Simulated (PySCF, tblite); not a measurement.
# C₆H₁₄BN: geometry, infrared bands and NMR shifts

Aim: predict the infrared bands and NMR shifts of C₆H₁₄BN (`CC/N=C\CB(C)C`).

Programs: tblite 0.8.0 and PySCF 2.14.0, with density-fitted response routines of our own. Each step states its level of theory. These are calculated values for one molecule in the gas phase, unless marked as measured. Atoms are numbered from 0 throughout.

## (1) The starting structure

22 atoms, charge 0, multiplicity 1; geometry from: force field or distance geometry start.

Bonds of the start (Å): C0–C1 1.54, C1–N2 1.41, N2–C3 1.28, C3–C4 1.51, C4–B5 1.58, B5–C6 1.60, B5–C7 1.60, C0–H8 1.12, C0–H9 1.11, C0–H10 1.09, C1–H11 1.11, C1–H12 1.11, C3–H13 1.07, C4–H14 1.12, C4–H15 1.13, C6–H16 1.12, C6–H17 1.11, C6–H18 1.11, C7–H19 1.12, C7–H20 1.11, C7–H21 1.09.

## (2) Optimising the geometry with GFN2-xTB

Job settings and geometry (Å):

```
{"job": {"kind": "relax", "xc": "GFN2-xTB", "basis": "xTB"}, "charge": 0, "multiplicity": 1}
C      3.667100     0.480300     0.049200
C      2.474100    -0.406700    -0.359800
N      1.657800     0.388000    -1.184100
C      0.394000     0.575000    -1.056800
C     -0.300400    -0.113700     0.088000
B     -1.873400    -0.118700    -0.057200
C     -2.611700    -1.467400     0.370500
C     -2.733400     1.204600     0.221600
H      3.210100     1.310600     0.642000
H      4.147600     0.845400    -0.879300
H      4.318300    -0.115000     0.685900
H      2.856800    -1.327300    -0.857900
H      2.007500    -0.728600     0.590200
H     -0.161000     1.196100    -1.734900
H      0.045400     0.314500     1.061000
H      0.013800    -1.193000     0.019600
H     -1.884200    -2.046100     1.001200
H     -2.858300    -2.097600    -0.503400
H     -3.468000    -1.273600     1.053300
H     -3.818600     0.950400     0.260100
H     -2.631100     1.962000    -0.579100
H     -2.462800     1.680200     1.169300
```

On the command line:

```sh
OMP_NUM_THREADS=1 python probes_run.py task.json out
```

This one command runs all jobs of the session in turn.

**Question.** This job is followed by: GFN2-xTB harmonic vibrations, gas phase; GIAO PBE0/pcSseg-1 NMR shielding, non-relativistic, gas phase. What will the session give for the following? strongest single infrared mode (GFN2-xTB); zero-point energy (GFN2-xTB); ¹³C shifts against TMS (PBE0/pcSseg-1, means over atoms taken as alike); ¹H shifts against TMS (PBE0/pcSseg-1, means over atoms taken as alike); ¹⁵N shifts against NH3 (PBE0/pcSseg-1); ¹¹B shifts against BF3·OEt2 (PBE0/pcSseg-1).

**Answer**, as computed:

| quantity | value |
| --- | --- |
| strongest single infrared mode (GFN2-xTB) | 1178 cm⁻¹, 214 km/mol |
| zero-point energy (GFN2-xTB) | 118.5 kcal/mol |
| ¹³C shifts against TMS (PBE0/pcSseg-1, means over atoms taken as alike) | 164.0, 48.7, 35.5, 20.3, 16.3 ppm |
| ¹H shifts against TMS (PBE0/pcSseg-1, means over atoms taken as alike) | 7.70, 3.24, 2.20, 1.53, 1.07 ppm |
| ¹⁵N shifts against NH3 (PBE0/pcSseg-1) | 402.6 ppm |
| ¹¹B shifts against BF3·OEt2 (PBE0/pcSseg-1) | 91.0 ppm |

What this shows: The optimisation took 228 steps and gained 0.869 eV; among the close pairs (by a distance rule), C6–H16 changed most, from 1.123 to 1.090 Å. The lowest mode is slightly imaginary (11i cm⁻¹), a soft motion within the noise of the Hessian, so the minimum is not strictly shown. The strongest single mode, at 1178 cm⁻¹, moves mainly B5. GFN2-xTB is a fitted tight-binding method: band positions and strengths are rough. Its intensities can rank the bands wrongly. At PBE0/pcSseg-1: The largest span, 722 ppm, is at N2, where the paramagnetic term is -465 ppm.
